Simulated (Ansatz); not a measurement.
# AlN: stiffness from strained cells

How stiff is the crystal, and how unevenly? Runs: cell and atoms relaxed (PAW); reference run (PAW); ions clamped (PAW).

Program: Ansatz 0.2.0. Level of theory: DFT r²SCAN, frozen-core PAW, scalar-relativistic unless said. These are calculated values, not measurements.

1 further run of the same task is left out (set aside as unsound or not needed).

### Step 1. Starting point

The structure is cubic, space group F-43m (No. 216). The conventional cell has a = 4.368 Å, b = 4.368 Å, c = 4.368 Å, α = 90.00°, β = 90.00°, γ = 90.00°. Al (site symmetry -43m) has 4 N at 1.89 Å as nearest neighbours. N (site symmetry -43m) is surrounded by 4 Al at 1.89 Å.

Coordinates:

```
Al N
1.0
     0.00000    2.18399    2.18399
     2.18399    0.00000    2.18399
     2.18399    2.18399    0.00000
Al N
1 1
Direct
  0.00000 0.00000 0.00000
  0.25000 0.25000 0.25000
```

Cartesian axes are those of the input's lattice vectors. The structure goes back to a database entry.

### Step 2. Cell and atoms relaxed, PAW

Contents of input.yaml:

```yaml
crystal:
  lattice:
    - [0.0, 2.1839935596, 2.1839935596]
    - [2.1839935596, 0.0, 2.1839935596]
    - [2.1839935596, 2.1839935596, 0.0]
  atoms:
    - { symbol: Al, position: [0.0, 0.0, 0.0] }
    - { symbol: "N", position: [0.25, 0.25, 0.25] }
kpoints:
  mp_grid: { grid: [18, 18, 18] }
scf:
  occupations: { method: fermi_dirac, width: 0.08 }
hamiltonian:
  xc: r2scan
  pseudopotentials: { kind: paw }
relax:
  f_tol: 0.002
  max_steps: 80
  cell: {}
output:
  forces: true
  stress: true
  write_density: true
  write_potential: true
  elf: true
  volumetric_format: npy
```

Command:

```sh
ansatz run input.yaml --threads 1 --pin off --max-ram 1228MiB --backend cpu --events-out ev --progress --plain --runs-dir out
```

### Step 3. Reference run, PAW

Contents of input.yaml:

```yaml
crystal:
  lattice:
    - [0.0, 2.18489997482, 2.18489997482]
    - [2.18489997482, 0.0, 2.18489997482]
    - [2.18489997482, 2.18489997482, 0.0]
  atoms:
    - { symbol: Al, position: [0.0, 0.0, 0.0] }
    - { symbol: "N", position: [0.25, 0.25, 0.25] }
kpoints:
  mp_grid: { grid: [8, 8, 8] }
scf:
  occupations: { method: fixed }
hamiltonian:
  xc: r2scan
  pseudopotentials: { kind: paw }
elastic:
  mode: relaxed_ion
  stencil: four_point
  amplitude: 0.005
```

### Step 4. Ions clamped, PAW

input.yaml, as its differences from that of step 3:

```diff
@@ -16,3 +16,3 @@
 elastic:
-  mode: relaxed_ion
+  mode: clamped_ion
   stencil: four_point
```

(Steps that only read results are left out.)

Q: Predict the outcome of this session. Wanted: C11; C12; C44; bulk, shear and Young's modulus; Debye temperature from sound speeds; universal anisotropy index.

**Answer**, as computed:

| quantity | value |
| --- | --- |
| C11 (PAW) | 308 GPa |
| C12 (PAW) | 162 GPa |
| C44 (PAW) | 197 GPa |
| bulk, shear and Young's modulus | 210, 132, 328 GPa |
| Debye temperature from sound speeds | 944 K |
| universal anisotropy index | 1.27 |

What this shows: All eigenvalues are positive, so the crystal is mechanically stable; by PAW K = 210 and G = 132 GPa, K/G = 1.59, on the brittle side of Pugh's rough line at 1.75, which was drawn for metals. Young's modulus runs from 197 to 450 GPa with direction. Letting the ions relax lowers C44 most, from 235 to 197 GPa. Cautions: frozen-core PAW files fitted under PBE, their cores solved anew for the functional of the run; constants at zero field, no piezoelectric stiffening.
